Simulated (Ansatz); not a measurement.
# InSe2: the cost of one run

Method: DFT PBE, scalar-relativistic, plane waves, PAW, in Ansatz 0.2.0.

4 further runs of the same task are left out: 3 that didn't finish, 1 set aside as unsound or not needed. Runs told in other sessions of the task aren't counted.

### 1 The structure to begin with

Symmetry: P4/nmm, No. 129, tetragonal system. The conventional cell has a = 3.887 Å, b = 3.887 Å, c = 9.733 Å, α = 90.00°, β = 90.00°, γ = 90.00°. In (site symmetry 4mm) is surrounded by 4 Se at 2.83 Å. Se (site symmetry 4mm) is surrounded by 4 In at 2.83 Å. Se (site symmetry -4m2) is surrounded by 4 Se at 2.75 Å.

Coordinates:

```cif
data_structure
_symmetry_space_group_name_H-M 'P 1'
_symmetry_Int_Tables_number 1
_cell_length_a 3.8874
_cell_length_b 3.8874
_cell_length_c 9.7325
_cell_angle_alpha 90.000
_cell_angle_beta 90.000
_cell_angle_gamma 90.000
_cell_volume 147.08
loop_
_atom_site_label
_atom_site_type_symbol
_atom_site_fract_x
_atom_site_fract_y
_atom_site_fract_z
_atom_site_occupancy
In1 In 0.00000 0.50000 0.70359 1
In2 In 0.50000 0.00000 0.29641 1
Se1 Se 0.00000 0.50000 0.36579 1
Se2 Se 0.50000 0.00000 0.63421 1
Se3 Se 0.00000 0.00000 0.00000 1
Se4 Se 0.50000 0.50000 0.00000 1
```

It goes back to an entry of the Materials Project, which need not be the stable form.

It is the result of an earlier relaxation at this level (volume 24.51 Å³/atom; gap on the mesh: none (metal)).

### 2 Zero of the scan

The input, input.yaml:

```yaml
crystal:
  lattice:
    - [-3.887393286, 0.0, 0.0]
    - [0.0, -3.887393286, 0.0]
    - [0.0, 0.0, 9.7325349326]
  atoms:
    - { symbol: In, position: [0.0, 0.5, 0.7035851552] }
    - { symbol: In, position: [0.5, 0.0, 0.2964148448] }
    - { symbol: Se, position: [0.0, 0.5, 0.3657877576] }
    - { symbol: Se, position: [0.5, 0.0, 0.6342122424] }
    - { symbol: Se, position: [1.0, 0.0, 0.0] }
    - { symbol: Se, position: [0.5, 0.5, 0.0] }
basis:
  ecutwfc: 420
kpoints:
  mp_grid: { grid: [12, 12, 5] }
hamiltonian:
  xc: pbe
scf:
  occupations: { method: gaussian, width: 0.15 }
output:
  forces: true
  stress: true
  eigenvalues: true
```

Launch:

```bash
$ ansatz run input.yaml --threads 2 --pin off --max-ram 5120MiB --backend cpu --events-out ev --progress --plain --runs-dir out
```

**Question.** How long does this run take on 2 threads of AMD EPYC 7R43 (Zen 3), shared host, and how much memory does it need?

About 24 s, with a peak of 0.79 GiB.
